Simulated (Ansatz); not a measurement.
**CH6AlNS: how energies converge with the basis set**

An exercise on one series of results from a longer session: the logs are not shown, and one member is left open.

Computed with Ansatz 0.2.0, Gaussian basis. Level: one geometry, several basis sets.

Plan: PBE0-D4/def2-SVP; ωB97M-V/def2-SVP; PBE0-D4/def2-QZVPP; ωB97M-V/def2-QZVPP; the functionals' def2-TZVPP values are taken from earlier runs.

### The relaxed structure

The geometry comes from an earlier relaxation with PBE0-D4 in a triple-zeta def2 set; it is a stationary point, not always the lowest conformer.

SMILES `[AlH2][NH]CS`, 10 atoms, charge 0, spin multiplicity 1.

Atoms are counted from 1 here; the program's logs count them from 0.

Bond lengths: Al1–N2 1.777 Å, Al1–H5 1.582 Å, Al1–H6 1.581 Å, N2–C3 1.428 Å, N2–H7 1.010 Å, C3–S4 1.836 Å, C3–H8 1.092 Å, C3–H9 1.092 Å, S4–H10 1.343 Å. Angles: N2–Al1–H5 116.7°, N2–Al1–H6 117.4°, H5–Al1–H6 125.9°, Al1–N2–C3 127.4°, Al1–N2–H7 120.0°, C3–N2–H7 112.1°, N2–C3–S4 116.2°, N2–C3–H8 112.3°, N2–C3–H9 110.0°, S4–C3–H8 107.2°, S4–C3–H9 103.2°, H8–C3–H9 107.3°, C3–S4–H10 96.5°.

The first run:

The input, in.yaml:

```yaml
crystal:
  periodic: [false, false, false]
  atoms:
    - {symbol: Al, position_ang: [-0.786214, 1.757076, -0.006616]}
    - {symbol: N, position_ang: [-0.363976, 0.097308, 0.467390]}
    - {symbol: C, position_ang: [0.811393, -0.633171, 0.116610]}
    - {symbol: S, position_ang: [0.643262, -1.817094, -1.276683]}
    - {symbol: H, position_ang: [0.316013, 2.572076, -0.796262]}
    - {symbol: H, position_ang: [-2.202885, 2.302179, 0.436702]}
    - {symbol: H, position_ang: [-1.038272, -0.477120, 0.952674]}
    - {symbol: H, position_ang: [1.223741, -1.187280, 0.963022]}
    - {symbol: H, position_ang: [1.587557, 0.052222, -0.231429]}
    - {symbol: H, position_ang: [-0.107717, -2.717298, -0.622406]}
basis:
  gaussian: {orbitals: def2-SVP}
hamiltonian: {xc: pbe0, dispersion: d4}
output: {orbitals: {seedname: orbitals}}
```

On the command line:

```
$ ansatz run in.yaml --threads 2 --pin off --events-out ev --progress --plain --max-ram 4352MiB
```

Steps of the session up to this table: PBE0-D4 in def2-SVP; ωB97M-V in def2-SVP; PBE0-D4 in def2-QZVPP; ωB97M-V in def2-QZVPP.

One table of the session follows, with a row left open; its other results are not shown here.

It belongs to the step «Functionals by basis». 

```
functional       basis  HOMO (eV)
   PBE0-D4    def2-SVP      -6.66
   PBE0-D4  def2-TZVPP      -6.80
   PBE0-D4  def2-QZVPP          ?
   ωB97M-V    def2-SVP      -8.87
   ωB97M-V  def2-TZVPP      -9.04
   ωB97M-V  def2-QZVPP      -9.08
```

Q: Estimate the row for PBE0-D4, def2-QZVPP from the others.

The run gave: HOMO (eV): -6.83. In the column «HOMO (eV)» it lies between ωB97M-V, def2-SVP (-8.87) and PBE0-D4, def2-TZVPP (-6.80).
